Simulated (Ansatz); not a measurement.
# FH3NOY: taking an electron away

The task here is to estimate one member of a computed series from the others.

The runs use Ansatz 0.2.0, Gaussian basis; unrestricted cation, the program's frozen cores in correlated methods.

The runs, in order: UKS PBE-D4/def2-TZVPP; UKS r2SCAN-D4/def2-TZVPP; UKS PBE0-D4/def2-TZVPP; UKS B3LYP-D4/def2-TZVPP; UKS wB97X-V/def2-TZVPP; UKS wB97M-V/def2-TZVPP; UKS B2PLYP/def2-TZVPP; UHF-CCSD(T)/def2-TZVPP; UHF-MP2/def2-QZVPP; extrapolation to the limit; then −ε(HOMO) from the neutral's earlier runs with LDA (SPW92), PBE-D4, revPBE-D4, BLYP-D4, r2SCAN-D4, B97M-V, PBE0-D4, B3LYP-D4, r2SCANh-D4, r2SCAN0-D4, HSE06-D4, BHLYP-D4, CAM-B3LYP-D4, LC-ωPBE, ωB97X-V, ωB97M-V.

**The geometry**

An earlier PBE0-D4 in a triple-zeta def2 set relaxation fixed the geometry. Y takes the def2 core potential; no spin-orbit term is included.

7 atoms, charge 0, spin multiplicity 1.

Atoms are counted from 1 here; the program's logs count them from 0.

Bond lengths: N1–Y2 2.143 Å, N1–H5 1.013 Å, N1–H6 1.013 Å, Y2–O3 2.022 Å, Y2–F4 2.016 Å, O3–H7 0.952 Å. Angles: Y2–N1–H5 126.9°, Y2–N1–H6 126.9°, H5–N1–H6 106.2°, N1–Y2–O3 117.0°, N1–Y2–F4 117.5°, O3–Y2–F4 125.5°, Y2–O3–H7 170.7°.

The first run:

Contents of in.yaml:

```yaml
crystal:
  periodic: [false, false, false]
  atoms:
    - {symbol: N, position_ang: [-1.140573, 1.019577, 0.352537]}
    - {symbol: Y, position_ang: [0.029076, -0.655262, -0.293353]}
    - {symbol: O, position_ang: [2.031772, -0.524360, -0.048115]}
    - {symbol: F, position_ang: [-0.953034, -2.225900, -1.088525]}
    - {symbol: H, position_ang: [-2.148505, 1.112899, 0.302184]}
    - {symbol: H, position_ang: [-0.798072, 1.876697, 0.770092]}
    - {symbol: H, position_ang: [2.979337, -0.603662, 0.005180]}
basis:
  gaussian: {orbitals: def2-TZVPP}
total_charge: 1
magnetization: {spin_polarized: true, initial_magnetization: 1}
hamiltonian: {xc: pbe, dispersion: d4}
```

Command:

```
$ ansatz run in.yaml --threads 2 --pin off --events-out ev --progress --plain --max-ram 32768MiB --backend cpu
```

Among the steps run: Cation, UKS PBE-D4/def2-TZVPP; Cation, UKS r2SCAN-D4/def2-TZVPP; Cation, UKS PBE0-D4/def2-TZVPP; Cation, UKS B3LYP-D4/def2-TZVPP; Cation, UKS wB97X-V/def2-TZVPP; Cation, UKS wB97M-V/def2-TZVPP; Cation, UKS B2PLYP (frozen core)/def2-TZVPP; Cation, UHF-CCSD(T)/def2-TZVPP; Cation, UHF-MP2/def2-QZVPP.

One of the session's tables, all rows but one given; the rest of the session is left out.

For comparison, −ε(HOMO) of the neutral from earlier runs:

| functional | −ε(HOMO) (eV) |
| --- | --- |
| LDA (SPW92) | 5.72 |
| PBE-D4 | 5.51 |
| revPBE-D4 | 5.43 |
| BLYP-D4 | 5.40 |
| r2SCAN-D4 | 5.75 |
| B97M-V | 5.75 |
| PBE0-D4 | 6.83 |
| B3LYP-D4 | 6.61 |
| r2SCANh-D4 | 6.25 |
| r2SCAN0-D4 | 7.01 |
| HSE06-D4 | 6.42 |
| BHLYP-D4 | 8.07 |
| CAM-B3LYP-D4 | ? |
| LC-ωPBE | 9.63 |
| ωB97X-V | 9.26 |
| ωB97M-V | 9.18 |

**Question.** Estimate the row for CAM-B3LYP-D4.

**Answer.** −ε(HOMO) (eV): 8.25. In the column «−ε(HOMO) (eV)» it lies between BHLYP-D4 (8.07) and ωB97M-V (9.18).
